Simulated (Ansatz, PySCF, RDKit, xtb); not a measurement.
**Isomers of C5H6N2O2, a sample narrowed down**

Which of a sample of isomers of C5H6N2O2 is the most stable in the gas at 298.15 K, and what are its properties? The sample is small against all isomers, and the most stable one of this formula need not be in it.

The funnel: GFN2-xTB relaxations, single points with a density functional, relaxations at PBE0-D3(BJ)/def2-SVP, harmonic vibrations (at GFN2-xTB), and a last energy at a higher level. All values are calculated.

## Step 1: Possible bonding patterns

Isomers were taken from a list of plausible structures; this is a sample, not all of them. That gives 12 candidates.

```
label             SMILES     spin
 c056    COc1[nH]ncc1C=O  singlet
 c296  COc1cc(C=O)n[nH]1  singlet
 c416    COc1n[nH]cc1C=O  singlet
 c513     COn1ccc(C=O)n1  singlet
 c546       COn1nccc1C=O  singlet
 c560     COn1cc(C=O)cn1  singlet
 c695    COc1cn[nH]c1C=O  singlet
 c827  COc1cc(C=O)[nH]n1  singlet
 c869     COc1ccn(C=O)n1  singlet
 c871    COc1c[nH]nc1C=O  singlet
 c914       COc1ccnn1C=O  singlet
 c959     COc1cnn(C=O)c1  singlet
```

Candidates are built by distance geometry, with a force field where one applies, in up to four conformers (letters a to d).

**Question.** With final energies at CCSD(T)/def2-SVP + MP2/def2-TZVPP - MP2/def2-SVP, which structure will this search put lowest in free energy, and by what margin?

| quantity | value |
| --- | --- |
| lowest structure found | COc1ccn(C=O)n1, singlet |
| next finalist | COc1n[nH]cc1C=O, singlet, 4.6 kcal/mol higher in G |
| share at equilibrium, among the finalists | 99.9 % |
| dipole moment (PBE0/def2-SVPD) | 2.46 D |
| HOMO energy (PBE0/def2-SVPD) | -7.22 eV |
| LUMO energy (PBE0/def2-SVPD) | -1.47 eV |
| HOMO–LUMO gap (PBE0/def2-SVPD) | 5.75 eV |
| lowest excitation (TD-PBE0/def2-SVPD) | 4.96 eV (f = 0.001) |
| strongest of the states computed, same level | 4.99 eV (f = 0.175) |
| lowest triplet excitation, same level, Tamm-Dancoff | 3.81 eV |
| vertical ionisation energy | 9.08 eV |
| vertical electron affinity | -0.35 eV (unbound: the value depends on the basis) |
| vertical triplet less singlet | +3.91 eV |

The lowest structure found is `COc1ccn(C=O)n1`. The margin of 4.6 kcal/mol over the next finalist is beyond the usual error of the last level; it says nothing of structures that weren't ranked. GFN2-xTB, HF/STO-3G, r2SCAN-D4/def2-SVP, PBE0-D3(BJ)/def2-SVP, HF/def2-SVP and MP2/def2-SVP already put its bonding pattern lowest among the structures in one piece. 6 minima inside the window were never screened. Lowest found is not proven lowest: the search is finite, and each finalist counts with one conformer. Only 12 drawn patterns were tried, so whole families of isomers are missing, and the result ranks this sample alone.
